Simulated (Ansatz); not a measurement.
# AsF₂ (doublet): wave-function methods side by side, cc-pVTZ

How much of the correlation energy of AsF₂ (doublet) does each wave-function method recover here?

Method: cc-pVTZ, core rule «outside noble gas», up to 16 orbitals frozen; program: Ansatz 0.2.0, Gaussian basis.

Plan: UHF; CCSD(T) on ROHF; CCSD(T) on UHF; BCCD(T) on ROHF; CCSDT(Q) on ROHF; CCSDT(Q) on UHF; CASSCF and NEVPT2, 19 electrons in 12 orbitals.

4 further runs of the same task are left out: 4 set aside as unsound or not needed.

### 1 The geometry

The geometry is a PBE0/def2-TZVP stationary point (not a proven minimum). No spin-orbit coupling is included. The filled d shell of As may be among the frozen orbitals whatever the setting's name suggests; the logs give the count.

3 atoms, charge 0, spin multiplicity 2.

Atoms are counted from 1 here; the program's logs count them from 0.

Bond lengths: As1–F2 1.730 Å, As1–F3 1.730 Å. Angles: F2–As1–F3 96.5°.

Geometry (Å):

```xyz
3
charge 0, multiplicity 2
As    0.0000   -0.3875    0.0000
F     0.0000    0.7641   -1.2906
F     0.0000    0.7641    1.2906
```

### 2 UHF

in.yaml

```yaml
crystal:
  periodic: [false, false, false]
  atoms:
    - {symbol: As, position_ang: [0.000000, -0.387542, 0.000000]}
    - {symbol: F, position_ang: [0.000000, 0.764150, -1.290593]}
    - {symbol: F, position_ang: [0.000000, 0.764150, 1.290593]}
basis:
  gaussian: {orbitals: cc-pVTZ}
magnetization: {spin_polarized: true, initial_magnetization: 1}
hamiltonian: {xc: hf}
output: {orbitals: {seedname: orbitals}}
```

On the command line:

```sh
$ ansatz run in.yaml --threads 1 --pin off --events-out ev --progress --plain --max-ram 4096MiB --backend cpu
```

Further steps of the session: CCSD(T) on ROHF; CCSD(T) on UHF; BCCD(T) on ROHF; CCSDT(Q) on ROHF; CCSDT(Q) on UHF; CASSCF and NEVPT2, 19 electrons in 12 orbitals.

Before running them: what should the planned runs give, taken together? Wanted: UCCSDT(Q) below the RHF energy; RMP2 from UCCSDT(Q); UMP2 from UCCSDT(Q); RCCSD from UCCSDT(Q); RCCSD(T) from UCCSDT(Q); UCCSD(T) from UCCSDT(Q); RCCSDT(Q) from UCCSDT(Q); NEVPT2 valence from UCCSDT(Q); T1 diagnostic.

As calculated:

| quantity | value |
| --- | --- |
| UCCSDT(Q) below the RHF energy | -17.7102 eV |
| RMP2 from UCCSDT(Q) | +740.2 meV |
| UMP2 from UCCSDT(Q) | +769.4 meV |
| RCCSD from UCCSDT(Q) | +611.8 meV |
| RCCSD(T) from UCCSDT(Q) | +42.7 meV |
| UCCSD(T) from UCCSDT(Q) | +41.0 meV |
| RCCSDT(Q) from UCCSDT(Q) | +10.6 meV |
| NEVPT2 valence from UCCSDT(Q) | +2156.9 meV |
| levels within 1 kcal/mol (43 meV) | RCCSD(T), UCCSD(T), BCCD(T), RCCSDT, UCCSDT, RCCSDT(Q) |
| T1 diagnostic | 0.019 |
| effectively unpaired electrons | 1.01 |

What this shows: RCCSD(T) misses by +42.7 meV, 0.2 % of the correlation energy. One determinant dominates. These misses are within one basis, not against nature; the frozen cores of restricted and unrestricted runs differ, which can shift their rows.
